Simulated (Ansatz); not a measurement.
# H7SbSi2: the cost of one run

Computed with Ansatz 0.2.0, driven from Python. Level of theory: CAM-B3LYP/def2-SVP.

### 1 Starting point

Bond lengths: Si1–Sb2 2.464 Å, Sb2–Si3 2.509 Å, Si1–H4 1.412 Å, Si1–H5 1.526 Å, Si1–H6 1.505 Å, Sb2–H7 1.756 Å, Si3–H8 1.412 Å, Si3–H9 1.505 Å, Si3–H10 1.492 Å. Angles (14 of 15 angles, heavy atoms first): Si1–Sb2–Si3 89.7°, Si1–Sb2–H7 92.6°, Si3–Sb2–H7 92.0°, Sb2–Si1–H4 110.1°, Sb2–Si1–H5 110.1°, Sb2–Si1–H6 110.8°, Sb2–Si3–H8 110.1°, Sb2–Si3–H9 109.3°, Sb2–Si3–H10 110.0°, H4–Si1–H5 108.6°, H4–Si1–H6 111.3°, H5–Si1–H6 105.8°, H8–Si3–H9 109.6°, H8–Si3–H10 111.9°.

The script holds or builds the structure itself.

### 2 The code

The input, h7sbsi2_opt.py:

```python
# -*- coding: utf-8 -*-
"""Relax the H7SbSi2 molecule."""

import itertools

import ansatz as az
from ase.data import atomic_numbers, covalent_radii
import numpy as np
import pandas as pd

GEOMETRY = """
Si   -1.23390    1.00130   -0.73920
Sb    1.21740    0.91180   -0.51040
Si    0.98180   -0.98200    1.11900
H    -1.75000   -0.29660   -0.94670
H    -1.61850    1.87410   -1.93070
H    -1.85900    1.65160    0.46510
H     1.38320   -0.19240   -1.86570
H     0.10650   -1.96210    0.60200
H     2.33450   -1.59300    1.36960
H     0.52100   -0.46380    2.43990
"""


def main():
    geometry = az.Crystal.molecule()
    for line in GEOMETRY.strip().splitlines():
        symbol, *xyz = line.split()
        geometry = geometry.atom(symbol, [float(v) for v in xyz])

    model = (
        geometry.calculation()
        .basis(gaussian="def2-SVP")
        .functional("CAM-B3LYP")
    )
    symbols = [site.symbol for site in geometry.cartesian_sites]
    start = np.array([site.position_ang for site in geometry.cartesian_sites], dtype=float)
    def progress(event):
        if event["event"] == "relax_step":
            row = event["data"]
            print(f"step {row['step']:3d}  E = {row['lagrangian_ev']:.6f} eV  largest force component {row['allowed_force_max_ev_ang']:.4f} eV/A")


    r = model.relax(force_tolerance=0.005).session().plan().execute(on_event=progress).report
    end = np.array(r["positions_ang"])

    print(f"E = {r['free_energy_ev']:.6f} eV = {r['free_energy_ev'] / 27.211386246:.7f} Ha")
    print("converged:", r["converged"], " doubts:", r["published_state_doubts"] or "none")

    # pairs closer than 1.2 times the sum of covalent radii, before or after
    radius = [covalent_radii[atomic_numbers[s]] for s in symbols]
    span = lambda where, i, j: np.linalg.norm(where[i] - where[j])
    bonded = [(i, j) for i, j in itertools.combinations(range(len(symbols)), 2) if min(span(start, i, j), span(end, i, j)) < 1.2 * (radius[i] + radius[j])]
    print("pair        before    after (A)")
    for i, j in bonded:
        print(f"{symbols[i]}{i}-{symbols[j]}{j}".ljust(10), f"{span(start, i, j):8.4f} {span(end, i, j):8.4f}")

    charges = r["charge_distribution"]
    table = pd.DataFrame({"atom": symbols, "mulliken": charges["mulliken_charges_e"], "lowdin": charges["lowdin_charges_e"]})
    print(table.round(3).to_string())
    print("dipole (e A):", np.round(charges["dipole_moment_e_ang"], 4) + 0.0)
    with open("h7sbsi2_opt.xyz", "w") as handle:
        handle.write(f"{len(symbols)}\nrelaxed H7SbSi2\n")
        handle.writelines(f"{s:2s} {x:11.6f} {y:11.6f} {z:11.6f}\n" for s, (x, y, z) in zip(symbols, end))


if __name__ == "__main__":
    main()
```

### 3 The calls as engine input

The engine receives this input:

```yaml
crystal:
  periodic: [false, false, false]
  atoms:
    - { symbol: Si, position_ang: [-1.2339, 1.0013, -0.7392] }
    - { symbol: Sb, position_ang: [1.2174, 0.9118, -0.5104] }
    - { symbol: Si, position_ang: [0.9818, -0.982, 1.119] }
    - { symbol: H, position_ang: [-1.75, -0.2966, -0.9467] }
    - { symbol: H, position_ang: [-1.6185, 1.8741, -1.9307] }
    - { symbol: H, position_ang: [-1.859, 1.6516, 0.4651] }
    - { symbol: H, position_ang: [1.3832, -0.1924, -1.8657] }
    - { symbol: H, position_ang: [0.1065, -1.9621, 0.602] }
    - { symbol: H, position_ang: [2.3345, -1.593, 1.3696] }
    - { symbol: H, position_ang: [0.521, -0.4638, 2.4399] }
basis:
  gaussian:
    orbitals: def2-SVP
hamiltonian:
  xc: cam_b3lyp
relax:
  f_tol: 0.005
```

### 4 Running it

On the command line:

```console
> python h7sbsi2_opt.py
```

**Question.** How long does this script take on 1 thread of Arm Neoverse V1, shared host, and how much memory does it need?

About 44 s, with a peak of 0.38 GiB.
